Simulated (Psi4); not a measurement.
# SiHCl2O (SMILES [O][SiH](Cl)Cl) at UMP2/6-311+G(d,p)

What is the vertical ionisation energy of SiHCl2O at UMP2/6-311+G**? 

The calculation is run with Psi4 1.11.

18 further runs of the same task are left out: 14 that didn't finish, 4 set aside as unsound or not needed.

## 1. The structure to begin with

The species is SiHCl2O (5 atoms), meant as a doublet with charge 0. As SMILES, `[O][SiH](Cl)Cl`. The shape is that of a PBE0-D4/def2-TZVP optimisation.

Bond lengths: O1–Si2 1.649 Å, Si2–Cl3 2.028 Å, Si2–Cl4 2.028 Å, Si2–H5 1.479 Å. Angles: O1–Si2–Cl3 111.9°, O1–Si2–Cl4 111.9°, Cl3–Si2–Cl4 108.4°, O1–Si2–H5 101.4°, Cl3–Si2–H5 111.6°, Cl4–Si2–H5 111.6°.

## 2. A single-point energy at UMP2/6-311+G(d,p)

calc.py reads:

```python
import psi4

psi4.set_memory('1600 MB')
psi4.set_num_threads(1)
psi4.set_output_file('output.dat', False)

m = psi4.geometry("""
0 2
O      0.092100    -0.719000     1.517100
Si     0.084300    -0.040000     0.014900
Cl    -0.523700     1.894600     0.060800
Cl    -1.112100    -1.056100    -1.269800
H      1.509200    -0.153100    -0.364300
units angstrom
symmetry c1
""")

psi4.set_options({
    'basis': '6-311+G**',
    'reference': 'uhf',
    'puream': True,
    'e_convergence': 1e-09,
    'd_convergence': 1e-08,
    'scf_type': 'pk',
    'num_frozen_docc': 16,
    'mp2_type': 'conv',
    'maxiter': 200,
})

e = psi4.energy("mp2", molecule=m)
print('E =', round(e, 9))
```

Command:

```
$ python calc.py
```

output.dat:

```text
[...]
  Running in c1 symmetry.
[...]
  Nuclear repulsion =  266.665462182626754
[...]
  Multiplicity = 2
[...]
  Nalpha       = 29
  Nbeta        = 28
[...]
    Number of basis functions: 118
[...]
   @UHF iter   1: -1283.13840531996311   -3.21171e-01   5.68277e-03 ADIIS/DIIS
[...]
   @UHF iter  18: -1283.50860856368945   -6.36646e-12   8.29109e-09 DIIS
[...]
   @S^2 Observed:                7.562910641E-01
[...]
    Orbital Energies [Eh]
    ---------------------
    Alpha Occupied:
       1A   -104.859034     2A   -104.859029     3A    -68.907263
       4A    -20.658232     5A    -10.587004     6A    -10.586996
       7A     -8.055150     8A     -8.055144     9A     -8.052496
      10A     -8.052490    11A     -8.052413    12A     -8.052407
      13A     -6.246044    14A     -4.353959    15A     -4.353885
      16A     -4.352655    17A     -1.412526    18A     -1.148018
      19A     -1.118746    20A     -0.751970    21A     -0.703004
      22A     -0.630864    23A     -0.626317    24A     -0.570718
      25A     -0.554167    26A     -0.514750    27A     -0.493746
      28A     -0.489270    29A     -0.479237
    Alpha Virtual:
[...]
  @UHF Final Energy: -1283.50860856368945
   => Energetics <=
    Nuclear Repulsion Energy =            266.6654621826267544
    One-Electron Energy =               -2306.1806006586120930
    Two-Electron Energy =                 756.0065299122958322
    Total Energy =                      -1283.5086085636894495
  UHF NO Occupations:
  HONO-2 :   27  A 1.9992591
  HONO-1 :   28  A 1.9986135
[...]
 Multipole Moments:
 ------------------------------------------------------------------------------------
     Multipole            Electronic (a.u.)      Nuclear  (a.u.)        Total (a.u.)
 ------------------------------------------------------------------------------------
 L = 1.  Multiply by 2.5417464519 to convert [e a0] to [Debye]
 Dipole X            :         -2.1520386            2.5234885            0.3714498
 Dipole Y            :          0.8477850           -0.7906295            0.0571554
 Dipole Z            :         -0.9285617            0.6373724           -0.2911893
 Magnitude           :                                                    0.4754292
[...]
	SCS-MP2 Total Energy (a.u.)        : -1284.01130394234428
	SOS-MP2 Total Energy (a.u.)        : -1283.96714402652242
	SCSN-MP2 Total Energy (a.u.)       : -1283.74177291922933
[...]
	SOS-PI-MP2 Total Energy (a.u.)     : -1284.04356660366125
[...]
	MP2 Total Energy (a.u.)            : -1284.02320119684941
[...]
```

The script printed:

```text
E = -1284.023201197
```

It took 8.4 s on 1 thread of AMD EPYC 9R45 (Zen 5), shared host; peak memory 0.98 GiB.

## 3. The singlet cation

job.dat reads:

```
memory 1.6 GB

molecule {
  1 1
  O      0.092100    -0.719000     1.517100
  Si     0.084300    -0.040000     0.014900
  Cl    -0.523700     1.894600     0.060800
  Cl    -1.112100    -1.056100    -1.269800
  H      1.509200    -0.153100    -0.364300
  units angstrom
  symmetry c1
}

set basis 6-311+G**
set puream true
set e_convergence 1e-09
set d_convergence 1e-08
set scf_type pk
set num_frozen_docc 16
set mp2_type conv

energy("mp2")
```

Command:

```
$ psi4 -n 1 job.dat job.out
```

job.out:

```text
[...]
  Running in c1 symmetry.
[...]
  Nuclear repulsion =  266.665462182626754
[...]
  Multiplicity = 1
[...]
  Nalpha       = 28
  Nbeta        = 28
[...]
    Number of basis functions: 118
[...]
   @RHF iter   1: -1282.58564955725524    2.31585e-01   5.68098e-03 ADIIS/DIIS
[...]
   @RHF iter  18: -1282.97603661001995   -3.61524e-11   5.93761e-09 DIIS
[...]
    Orbital Energies [Eh]
    ---------------------
    Doubly Occupied:
       1A   -105.062827     2A   -105.062822     3A    -69.152642
       4A    -21.103692     5A    -10.788873     6A    -10.788865
       7A     -8.256862     8A     -8.256855     9A     -8.253831
      10A     -8.253824    11A     -8.253682    12A     -8.253675
      13A     -6.493945    14A     -4.603246    15A     -4.600061
      16A     -4.599793    17A     -1.716987    18A     -1.345621
      19A     -1.313134    20A     -1.069371    21A     -0.989594
      22A     -0.896313    23A     -0.806919    24A     -0.761228
      25A     -0.711522    26A     -0.690146    27A     -0.684230
      28A     -0.669527
[...]
  @RHF Final Energy: -1282.97603661001995
   => Energetics <=
    Nuclear Repulsion Energy =            266.6654621826267544
    One-Electron Energy =               -2292.4028263231593883
    Two-Electron Energy =                 742.7613275305128582
    Total Energy =                      -1282.9760366100199462
[...]
 Multipole Moments:
 ------------------------------------------------------------------------------------
     Multipole            Electronic (a.u.)      Nuclear  (a.u.)        Total (a.u.)
 ------------------------------------------------------------------------------------
 L = 1.  Multiply by 2.5417464519 to convert [e a0] to [Debye]
 Dipole X            :         -1.2211976            2.5234885            1.3022909
 Dipole Y            :          0.0701752           -0.7906295           -0.7204544
 Dipole Z            :          0.3841764            0.6373724            1.0215488
 Magnitude           :                                                    1.8051532
[...]
	SCS-MP2 Total Energy (a.u.)        : -1283.48788255373893
	SOS-MP2 Total Energy (a.u.)        : -1283.44512546383703
	SCSN-MP2 Total Energy (a.u.)       : -1283.20179404470127
[...]
	SOS-PI-MP2 Total Energy (a.u.)     : -1283.52330693947306
[...]
	MP2 Total Energy (a.u.)            : -1283.49521525790624
[...]
```

Run time: 6.3 s. Hardware: 1 thread of AMD EPYC 9R45 (Zen 5), shared host; peak memory 0.97 GiB.

## 4. What came out

At UMP2/6-311+G**, 16 core orbitals frozen:

| quantity | value |
| --- | --- |
| doublet SiHCl2O: total energy | -1284.02320 Eh |
| doublet SiHCl2O: HOMO energy (Hartree–Fock orbitals) (highest over α and β) | -12.99 eV |
| doublet SiHCl2O: LUMO energy (Hartree–Fock orbitals) (lowest over α and β) | 0.25 eV |
| doublet SiHCl2O: correlation energy (16 core orbitals frozen) | -514.6 mEh |
| doublet SiHCl2O: ⟨S²⟩ of the reference determinant | 0.756 |
| singlet cation: total energy | -1283.49522 Eh |
| singlet cation: HOMO energy (Hartree–Fock orbitals) | -18.22 eV |
| singlet cation: LUMO energy (Hartree–Fock orbitals) | -11.51 eV |
| singlet cation: HOMO–LUMO gap (Hartree–Fock orbitals) | 6.71 eV |
| singlet cation: correlation energy (16 core orbitals frozen) | -519.2 mEh |
| vertical ionisation energy (to the singlet cation) | 14.367 eV |

**Reading.** Removing an electron at fixed nuclei costs 14.37 eV (1386 kJ/mol). Only the singlet of the ionised species was computed; a triplet could lie lower.
